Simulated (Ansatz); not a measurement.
# C6H15In: how energies converge with the basis set

The task here is to estimate one member of a computed series from the others.

Computed with Ansatz 0.2.0, Gaussian basis. Level: one geometry, several basis sets.

Levels to be run: PBE0-D4/def2-SVP; ωB97M-V/def2-SVP; PBE0-D4/def2-QZVPP; ωB97M-V/def2-QZVPP; the functionals' def2-TZVPP values are taken from earlier runs.

**The relaxed structure**

The geometry comes from an earlier relaxation with PBE0-D4 in a triple-zeta def2 set; it is a stationary point, not always the lowest conformer. In takes the def2 core potential; no spin-orbit term is included.

SMILES `C[CH](C)[InH][CH](C)C`, 22 atoms, charge 0, spin multiplicity 1.

Atoms are counted from 1 here; the program's logs count them from 0.

Bond lengths: C1–C2 1.521 Å, C1–H8 1.093 Å, C1–H9 1.095 Å, C1–H10 1.099 Å, C2–C3 1.526 Å, C2–In4 2.188 Å, C2–H11 1.096 Å, C3–H12 1.094 Å, C3–H13 1.098 Å, C3–H14 1.096 Å, In4–C5 2.188 Å, In4–H15 1.745 Å, C5–C6 1.523 Å, C5–C7 1.523 Å, C5–H16 1.098 Å, C6–H17 1.098 Å, C6–H18 1.093 Å, C6–H19 1.095 Å and more. Angles: C2–C1–H8 112.4°, C2–C1–H9 111.6°, C2–C1–H10 111.2°, H8–C1–H9 107.1°, H8–C1–H10 107.3°, H9–C1–H10 107.0°, C1–C2–C3 111.4°, C1–C2–In4 112.9°, C1–C2–H11 108.9°, C3–C2–In4 109.6°, C3–C2–H11 108.0°, In4–C2–H11 105.8°, C2–C3–H12 112.5°, C2–C3–H13 111.0°, C2–C3–H14 111.9°, H12–C3–H13 107.2°, H12–C3–H14 107.6°, H13–C3–H14 106.4° and more.

Set-up of the first run:

in.yaml reads:

```yaml
crystal:
  periodic: [false, false, false]
  atoms:
    - {symbol: C, position_ang: [0.495087, -2.694683, -1.665548]}
    - {symbol: C, position_ang: [0.789307, -1.424977, -0.882130]}
    - {symbol: C, position_ang: [1.561058, -1.728629, 0.398386]}
    - {symbol: In, position_ang: [-1.015274, -0.284346, -0.400587]}
    - {symbol: C, position_ang: [-0.889368, 1.823966, 0.170874]}
    - {symbol: C, position_ang: [-1.904037, 2.191870, 1.245266]}
    - {symbol: C, position_ang: [0.522253, 2.233633, 0.568849]}
    - {symbol: H, position_ang: [-0.000727, -2.491403, -2.618672]}
    - {symbol: H, position_ang: [-0.154050, -3.373807, -1.103882]}
    - {symbol: H, position_ang: [1.418831, -3.245721, -1.889354]}
    - {symbol: H, position_ang: [1.405174, -0.761120, -1.500055]}
    - {symbol: H, position_ang: [1.843277, -0.822295, 0.941872]}
    - {symbol: H, position_ang: [2.487303, -2.276429, 0.178414]}
    - {symbol: H, position_ang: [0.984151, -2.359071, 1.083845]}
    - {symbol: H, position_ang: [-2.569433, -1.076249, -0.430539]}
    - {symbol: H, position_ang: [-1.156952, 2.361400, -0.748765]}
    - {symbol: H, position_ang: [-1.874425, 3.267226, 1.466444]}
    - {symbol: H, position_ang: [-2.927427, 1.944542, 0.951778]}
    - {symbol: H, position_ang: [-1.701934, 1.673098, 2.188326]}
    - {symbol: H, position_ang: [0.851766, 1.718652, 1.477297]}
    - {symbol: H, position_ang: [0.579261, 3.309921, 0.779645]}
    - {symbol: H, position_ang: [1.256158, 2.014420, -0.211473]}
basis:
  gaussian: {orbitals: def2-SVP}
hamiltonian: {xc: pbe0, dispersion: d4}
output: {orbitals: {seedname: orbitals}}
```

Command:

```
$ ansatz run in.yaml --threads 4 --pin off --events-out ev --progress --plain --max-ram 66560MiB --backend cpu
```

Steps of the session up to this table: PBE0-D4 in def2-SVP; ωB97M-V in def2-SVP; PBE0-D4 in def2-QZVPP; ωB97M-V in def2-QZVPP.

One of the session's tables, all rows but one given; the rest of the session is left out.

It belongs to the step «Density functionals: the series». 

| functional | basis | HOMO (eV) | LUMO (eV) |
| --- | --- | --- | --- |
| PBE0-D4 | def2-SVP | -6.22 | -1.24 |
| PBE0-D4 | def2-TZVPP | -6.24 | -1.31 |
| PBE0-D4 | def2-QZVPP | -6.24 | -1.32 |
| ωB97M-V | def2-SVP | ? | ? |
| ωB97M-V | def2-TZVPP | -8.35 | 0.05 |
| ωB97M-V | def2-QZVPP | -8.35 | 0.00 |

Estimate the missing values for ωB97M-V, def2-SVP.

As computed: HOMO (eV): -8.33; LUMO (eV): 0.26. In the column «HOMO (eV)» it lies between ωB97M-V, def2-QZVPP (-8.35) and PBE0-D4, def2-TZVPP (-6.24).
